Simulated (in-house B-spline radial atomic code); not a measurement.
**Cl⁸⁺: density, ELF and screening along the radius**

How do the shells of Cl⁸⁺ show in real space, and how much do the settings move them?

Program: in-house B-spline radial atomic code version 1. Level of theory: several methods, spin-polarised, as named in each step; spherical all-electron atom at the radial basis limit. These are calculated values, not measurements, unless marked.

## 1. Starting point

| Quantity | Value |
| --- | --- |
| element | chlorine (Z = 17) |
| charge | +8 |
| electrons | 9 |
| configuration | [He] 2s2 2p5 |
| nucleus | point (non-relativistic runs) or finite (X2C runs) |

The outer shells:

[He] 2s2 2p5
```
[He] core
2s [↑↓]
2p [↑↓][↑↓][↑ ]
```

Where spins are not typed, each open shell is filled with up spins first.

## 2. Hartree-Fock, X2C, [He] 2s2 2p5

The run's settings:

```ini
Z = 17
electrons = 9.0
configuration = [He] 2s2 2p5
hamiltonian = x2c
method = hf
spin_polarised = True
nucleus = fermi
rms_radius = 3.3654
mass_number = 35
atomic_mass = 34.968852694
speed_of_light = 137.035999084
```

Run with:

```bash
> python run_scf.py task.json out
```

The settings of every run stand in task.json; they run in order.

## 3. LDA (PW92), X2C, [He] 2s2 2p5

The settings differ from step 2 so:

```diff
@@ -4,3 +4,3 @@
 hamiltonian = x2c
-method = hf
+method = lda,pw
 spin_polarised = True
```

## 4. exchange-only LDA, X2C, [He] 2s2 2p5

The settings differ from step 3 so:

```diff
@@ -4,3 +4,3 @@
 hamiltonian = x2c
-method = lda,pw
+method = lda,
 spin_polarised = True
```

## 5. Hartree-Fock, X2C, [He] 2s2 2p4 3s1

The settings differ from step 4 so:

```diff
@@ -2,5 +2,5 @@
 electrons = 9.0
-configuration = [He] 2s2 2p5
+configuration = [He] 2s2 2p4 3s1
 hamiltonian = x2c
-method = lda,
+method = hf
 spin_polarised = True
```

## 6. LDA (VWN5), X2C, [He] 2s2 2p4 3p1

The settings differ from step 5 so:

```diff
@@ -2,5 +2,5 @@
 electrons = 9.0
-configuration = [He] 2s2 2p4 3s1
+configuration = [He] 2s2 2p4 3p1
 hamiltonian = x2c
-method = hf
+method = lda,vwn
 spin_polarised = True
```

Q: How large is the system in each run, where do the shell borders lie, and what is the highest level?

**Answer**, as computed:

| run | total energy (hartree) | highest level (eV) | radius holding 50 / 90 / 99 % (bohr) | radius at n = 0.001 (bohr) | ELF minima on the full grid (bohr) |
| --- | --- | --- | --- | --- | --- |
| Hartree-Fock, X2C, [He] 2s2 2p5 | -433.3902 | -402.03 | 0.312 / 0.606 / 0.916 | 1.34 | 0.15 |
| LDA (PW92), X2C, [He] 2s2 2p5 | -432.2036 | -374.75 | 0.312 / 0.609 / 0.923 | 1.35 | 0.15 |
| exchange-only LDA, X2C, [He] 2s2 2p5 | -431.3507 | -372.04 | 0.312 / 0.610 / 0.924 | 1.35 | 0.15 |
| Hartree-Fock, X2C, [He] 2s2 2p4 3s1 | -424.8090 | -165.91 | 0.328 / 0.847 / 1.66 | 2.13 | 0.15, 0.83 |
| LDA (VWN5), X2C, [He] 2s2 2p4 3p1 | -423.0412 | -143.28 | 0.327 / 0.840 / 1.69 | 2.16 | 0.15, 0.83 |

In the first run ELF has 1 minimum on the grid, which marks the borders between shells. On the record's full grid the screened charge (r times the electrostatic potential) falls from 16.9 near the nucleus to 8.00 at 1.5 bohr; far out it tends to the net charge, 8. The radius that holds 99 % of the electrons runs from 0.916 bohr (Hartree-Fock, X2C, [He] 2s2 2p5) to 1.69 bohr (LDA (VWN5), X2C, [He] 2s2 2p4 3p1). The grid is coarse (about 17 % a step), so the places of minima are rough. For X2C runs ELF uses the non-relativistic kinetic energy density, and the fields carry no picture-change correction.
